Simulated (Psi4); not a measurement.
# SiCNClF2 (SMILES N#C[Si](F)(F)Cl): PBE/def2-TZVP (density fitting, sweep point 9)

Wanted: the energy of SiCNClF2. 

Program for the calculation: Psi4 1.11.

5 further runs of the same task are left out: 5 set aside as unsound or not needed.

## (1) The system as given

The species is SiCNClF2 (6 atoms), meant as a singlet with charge 0. SMILES: `N#C[Si](F)(F)Cl`. The coordinates come from a PBE0-D4/def2-TZVP relaxation.

Bond lengths: N1–C2 1.150 Å, C2–Si3 1.827 Å, Si3–F4 1.567 Å, Si3–F5 1.567 Å, Si3–Cl6 1.998 Å. Angles: N1–C2–Si3 179.1°, C2–Si3–F4 108.2°, C2–Si3–F5 108.2°, C2–Si3–Cl6 110.3°, F4–Si3–F5 108.8°, F4–Si3–Cl6 110.6°, F5–Si3–Cl6 110.6°.

## (2) The energy at PBE/def2-TZVP (density fitting, sweep point 9)

job.dat

```
memory 1600 MB

molecule {
  0 1
  N      1.925400    -1.092200     1.077400
  C      1.030100    -0.609300     0.540000
  Si    -0.394400     0.176700    -0.290300
  F     -1.487900    -0.920300    -0.527700
  F      0.087600     0.719200    -1.679000
  Cl    -1.118900     1.661900     0.833400
  symmetry c1
}

set {
  basis def2-TZVP
  scf_type df
  basis_guess true
}

energy('pbe')
```

The run is started by

```console
$ psi4 -n 1 job.dat job.out
```

**Question.** What will come out? Wanted: total energy; dipole moment; HOMO energy; LUMO energy; HOMO–LUMO gap.

Computed results:

At PBE/def2-TZVP (density fitting, sweep point 9):

| quantity | value |
| --- | --- |
| total energy | -1041.93488 Eh |
| dipole moment | 2.11 D |
| HOMO energy | -9.05 eV |
| LUMO energy | -2.39 eV |
| HOMO–LUMO gap | 6.66 eV |
